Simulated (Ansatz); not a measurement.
**C₂H₂OSe (SMILES O=CC=[Se]): single points off equilibrium**

The atoms stand at a structure displaced at random from a GFN2-xTB minimum. How far do the functionals agree with CCSD(T) there?

Computed with Ansatz 0.2.0, Gaussian basis. Level: single points in def2-TZVPP.

Cores are frozen in the correlated methods. Filled d shells of the heavier atoms are correlated. B3LYP uses VWN-RPA correlation.

## 1. The system as given

SMILES `O=CC=[Se]`, 6 atoms, charge 0, spin multiplicity 1.

Atoms are counted from 1 here; the program's logs count them from 0.

Bond lengths: O1–C2 1.285 Å, C2–C3 1.381 Å, C2–H5 1.015 Å, C3–Se4 1.806 Å, C3–H6 0.924 Å. Angles: O1–C2–C3 125.3°, O1–C2–H5 115.6°, C3–C2–H5 119.1°, C2–C3–Se4 126.0°, C2–C3–H6 121.8°, Se4–C3–H6 111.0°.

Geometry (Å):

```xyz
6
C2H2OSe
O    -0.5656   -1.6187   -0.8391
C    -0.2876   -0.7338    0.0500
C     0.2412    0.5156   -0.2057
Se    0.7885    1.7116    1.0321
H    -0.4843   -0.9992    1.0098
H     0.1860    0.9057   -1.0418
```

## 2. CCSD(T)/def2-TZVPP

Contents of run/in.yaml:

```yaml
crystal:
  periodic: [false, false, false]
  atoms:
    - {symbol: O, position_ang: [-0.565600, -1.618700, -0.839100]}
    - {symbol: C, position_ang: [-0.287600, -0.733800, 0.050000]}
    - {symbol: C, position_ang: [0.241200, 0.515600, -0.205700]}
    - {symbol: Se, position_ang: [0.788500, 1.711600, 1.032100]}
    - {symbol: H, position_ang: [-0.484300, -0.999200, 1.009800]}
    - {symbol: H, position_ang: [0.186000, 0.905700, -1.041800]}
basis:
  gaussian: {orbitals: def2-TZVPP}
correlation: {method: ccsd_t}
output: {forces: true}
```

No record of the launch command was kept for these runs.

## 3. PBE0-D4/def2-TZVPP

run/in.yaml, as its differences from that of step 2:

```diff
@@ -11,3 +11,3 @@
   gaussian: {orbitals: def2-TZVPP}
-correlation: {method: ccsd_t}
-output: {forces: true}
+hamiltonian: {xc: pbe0, dispersion: d4}
+output: {forces: true, orbitals: {seedname: orbitals}}
```

## 4. wB97M-V/def2-TZVPP

run/in.yaml, as its differences from that of step 3:

```diff
@@ -11,3 +11,3 @@
   gaussian: {orbitals: def2-TZVPP}
-hamiltonian: {xc: pbe0, dispersion: d4}
-output: {forces: true, orbitals: {seedname: orbitals}}
+hamiltonian: {xc: {name: wB97M-V}}
+output: {forces: true}
```

## 5. r2SCAN-D4/def2-TZVPP

run/in.yaml, as its differences from that of step 4:

```diff
@@ -11,3 +11,3 @@
   gaussian: {orbitals: def2-TZVPP}
-hamiltonian: {xc: {name: wB97M-V}}
+hamiltonian: {xc: r2scan, dispersion: d4}
 output: {forces: true}
```

## 6. PBE-D4/def2-TZVPP

run/in.yaml, as its differences from that of step 5:

```diff
@@ -11,3 +11,3 @@
   gaussian: {orbitals: def2-TZVPP}
-hamiltonian: {xc: r2scan, dispersion: d4}
+hamiltonian: {xc: pbe, dispersion: d4}
 output: {forces: true}
```

## 7. B3LYP-D4/def2-TZVPP

run/in.yaml, as its differences from that of step 6:

```diff
@@ -11,3 +11,3 @@
   gaussian: {orbitals: def2-TZVPP}
-hamiltonian: {xc: pbe, dispersion: d4}
+hamiltonian: {xc: {name: B3LYP}, dispersion: d4}
 output: {forces: true}
```

## 8. LC-wPBE/def2-TZVPP

run/in.yaml, as its differences from that of step 7:

```diff
@@ -11,3 +11,3 @@
   gaussian: {orbitals: def2-TZVPP}
-hamiltonian: {xc: {name: B3LYP}, dispersion: d4}
+hamiltonian: {xc: {name: LC-wPBE}}
 output: {forces: true}
```

(Steps that only read results are left out.)

**Question.** What will these runs give? Wanted: energy less free atoms, CCSD(T)/def2-TZVPP; RMS force component; RMS force error; HOMO and LUMO, PBE0-D4; T1 diagnostic.

The runs gave:

| quantity | value |
| --- | --- |
| energy less free atoms, CCSD(T)/def2-TZVPP | -2192.8 kJ/mol |
| RMS force component | 3.343 to 3.799 eV/Å over the methods |
| RMS force error | PBE0-D4 0.347, wB97M-V 0.463, r2SCAN-D4 0.209, PBE-D4 0.330, B3LYP-D4 0.190, LC-wPBE 0.698 eV/Å |
| HOMO and LUMO, PBE0-D4 | -7.28 and -4.52 eV |
| T1 diagnostic | 0.016 |

What this shows: Against CCSD(T) the functionals' energies less atoms differ by -190.5 to -20.7 kJ/mol, PBE-D4 by -190.5 kJ/mol. A larger basis would deepen the CCSD(T) value, while the functionals are nearly converged already, so the order here is not reliable. On forces the order runs from B3LYP-D4 to LC-wPBE. Frozen-core CCSD(T) forces in triple zeta carry basis errors of their own, and this is one geometry, so small gaps rank nothing. The restricted Hartree–Fock reference is unstable towards an unrestricted one at one or more of these structures.
